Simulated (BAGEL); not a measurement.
# SiF3 (trifluorosilyl): UHF/6-31G(d) (density fitting with cc-pvqz-jkfit, spherical functions)

Aim: the energy change on altering one bond length of SiF3 (trifluorosilyl) at UHF/6-31G* (density fitting with cc-pvqz-jkfit, spherical functions), from 2 runs. 

The calculation is run with BAGEL 1.2.2.

2 further runs of the same task are left out: 2 set aside as unsound or not needed.

## Step 1: The structure to begin with

The species is SiF3 (4 atoms), meant as a doublet with charge 0. SMILES: `F[Si](F)F`. The shape is that of a PBE0-D4/def2-TZVP optimisation.

Bond lengths: F1–Si2 1.581 Å, Si2–F3 1.581 Å, Si2–F4 1.581 Å. Angles: F1–Si2–F3 107.9°, F1–Si2–F4 107.9°, F3–Si2–F4 107.9°.

## Step 2: A single-point energy at UHF/6-31G(d) (density fitting with cc-pvqz-jkfit, spherical functions)

The input, calc.json:

```json
{ "bagel": [

{
  "title": "molecule",
  "basis": "6-31gs.json",
  "df_basis": "cc-pvqz-jkfit",
  "angstrom": "true",
  "geometry": [
    { "atom": "F", "xyz": [    0.784850,   -0.507040,    1.151700 ] },
    { "atom": "Si", "xyz": [   -0.282750,    0.213060,    0.234280 ] },
    { "atom": "F", "xyz": [   -0.994260,   -0.892250,   -0.644340 ] },
    { "atom": "F", "xyz": [    0.492160,    1.186230,   -0.741640 ] }
  ]
},
{ "title": "uhf", "nopen": 1 },
{ "title": "print", "file": "orbitals.molden", "orbitals": "true" }

]}
```

The basis set 6-31G* is read from a file made from the Basis Set Exchange's data (not shown).

On the command line:

```sh
$ BAGEL_NUM_THREADS=1 BAGEL calc.json > calc.out
```

Log:

```text
* using 1 threads per process

  ===============================================================
  ===============================================================

  *** Geometry ***

  { "atom" : "F", "xyz" : [      1.483152,     -0.958167,      2.176398 ] },
  { "atom" : "Si", "xyz" : [     -0.534320,      0.402625,      0.442725 ] },
  { "atom" : "F", "xyz" : [     -1.878879,     -1.686108,     -1.217626 ] },
  { "atom" : "F", "xyz" : [      0.930048,      2.241650,     -1.401496 ] },

  Number of auxiliary basis functions:      466

  Since a DF basis is specified, we compute 2- and 3-index integrals:
    o Being stored without compression. Storage requirement is 0.013 GB

  Number of basis functions:       60
  Number of electrons      :       41

    * METHOD: MOLECULE                             0.12

  *** Open-shell HF ***

  === Nuclear Repulsion ===
   176.7984512233

      * DIIS with orbital gradients will be used.

  === UHF iteration (6-31gs.json) ===
      0       -587.08595259          0.06230301           0.05
      1       -587.26963826          0.04040667           0.05
      2       -587.33678794          0.02413949           0.05
      3       -587.37460039          0.00080244           0.05
      4       -587.37495214          0.00019815           0.05
      5       -587.37497772          0.00005642           0.05
      6       -587.37498156          0.00001278           0.05
      7       -587.37498195          0.00000482           0.05
      8       -587.37498202          0.00000122           0.05
      9       -587.37498203          0.00000034           0.05
     10       -587.37498203          0.00000010           0.05
     11       -587.37498203          0.00000003           0.05
     12       -587.37498203          0.00000001           0.05
     13       -587.37498203          0.00000001           0.05
    * SCF iteration converged.

    * S^2 (UHF) is 0.7520

    * Permanent dipole moment:
           (    0.455557,    -0.343079,    -0.377322) a.u.

    * METHOD: UHF                                  0.70

    * METHOD: PRINT                                0.00

  ===============================================================
```

Wall time 1.1 s (1 thread of Intel Xeon 6975P-C (Granite Rapids), shared host); peak memory 0.08 GiB.

## Step 3: The distorted shape, same level

The input, hf.json:

```json
{ "bagel" : [

{
  "title" : "molecule",
  "basis" : "6-31gs.json",
  "df_basis" : "cc-pvqz-jkfit",
  "angstrom" : true,
  "geometry" : [
    { "atom" : "F", "xyz" : [       0.944990,      -0.615055,       1.289313 ] },
    { "atom" : "Si", "xyz" : [      -0.282750,       0.213060,       0.234280 ] },
    { "atom" : "F", "xyz" : [      -0.994260,      -0.892250,      -0.644340 ] },
    { "atom" : "F", "xyz" : [       0.492160,       1.186230,      -0.741640 ] }
  ]
},

{
  "title" : "uhf",
  "charge" : 0,
  "nopen" : 1
},

{
  "title" : "print",
  "file" : "orbitals.molden",
  "orbitals" : true
}

]}
```

The basis set 6-31G* is read from a file made from the Basis Set Exchange's data (not shown).

On the command line:

```sh
$ BAGEL_NUM_THREADS=1 BAGEL hf.json > hf.out
```

Log:

```text
* using 1 threads per process

  ===============================================================
  ===============================================================

  *** Geometry ***

  { "atom" : "F", "xyz" : [      1.785772,     -1.162286,      2.436448 ] },
  { "atom" : "Si", "xyz" : [     -0.534320,      0.402625,      0.442725 ] },
  { "atom" : "F", "xyz" : [     -1.878879,     -1.686108,     -1.217626 ] },
  { "atom" : "F", "xyz" : [      0.930048,      2.241650,     -1.401496 ] },

  Number of auxiliary basis functions:      466

  Since a DF basis is specified, we compute 2- and 3-index integrals:
    o Being stored without compression. Storage requirement is 0.013 GB

  Number of basis functions:       60
  Number of electrons      :       41

    * METHOD: MOLECULE                             0.12

  *** Open-shell HF ***

  === Nuclear Repulsion ===
   168.9188967058

      * DIIS with orbital gradients will be used.

  === UHF iteration (6-31gs.json) ===
      0       -587.01922909          0.06477954           0.05
      1       -587.21054341          0.04489597           0.05
      2       -587.29164911          0.02823358           0.05
      3       -587.34516654          0.00114760           0.05
      4       -587.34575410          0.00052636           0.05
      5       -587.34584065          0.00016448           0.05
      6       -587.34585178          0.00005370           0.05
      7       -587.34585430          0.00001882           0.05
      8       -587.34585480          0.00000566           0.05
      9       -587.34585486          0.00000241           0.05
     10       -587.34585487          0.00000123           0.05
     11       -587.34585487          0.00000045           0.06
     12       -587.34585487          0.00000029           0.05
     13       -587.34585487          0.00000018           0.06
     14       -587.34585487          0.00000009           0.05
     15       -587.34585487          0.00000003           0.05
     16       -587.34585487          0.00000002           0.05
     17       -587.34585487          0.00000001           0.05
    * SCF iteration converged.

    * S^2 (UHF) is 0.7539

    * Permanent dipole moment:
           (    0.770836,    -0.555249,    -0.095330) a.u.

    * METHOD: UHF                                  0.94

    * METHOD: PRINT                                0.00

  ===============================================================
```

It took 1.4 s on 1 thread of Intel Xeon 6975P-C (Granite Rapids), shared host; peak memory 0.08 GiB.

## Step 4: What came out

At UHF/6-31G* (density fitting with cc-pvqz-jkfit, spherical functions):

```
                                                          quantity          value
                                         first shape: total energy  -587.37498 Eh
                                        first shape: dipole moment         1.74 D
                                                 first shape: ⟨S²⟩          0.752
                                     distorted shape: total energy  -587.34585 Eh
                                    distorted shape: dipole moment         2.43 D
                                             distorted shape: ⟨S²⟩          0.754
energy change with the F1–Si2 bond stretched from 1.581 to 1.818 Å       0.793 eV
```

With the F1–Si2 bond stretched from 1.581 to 1.818 Å the energy rises by 0.79 eV (76.5 kJ/mol). The first shape isn't relaxed at this level, so the change isn't measured from a minimum.
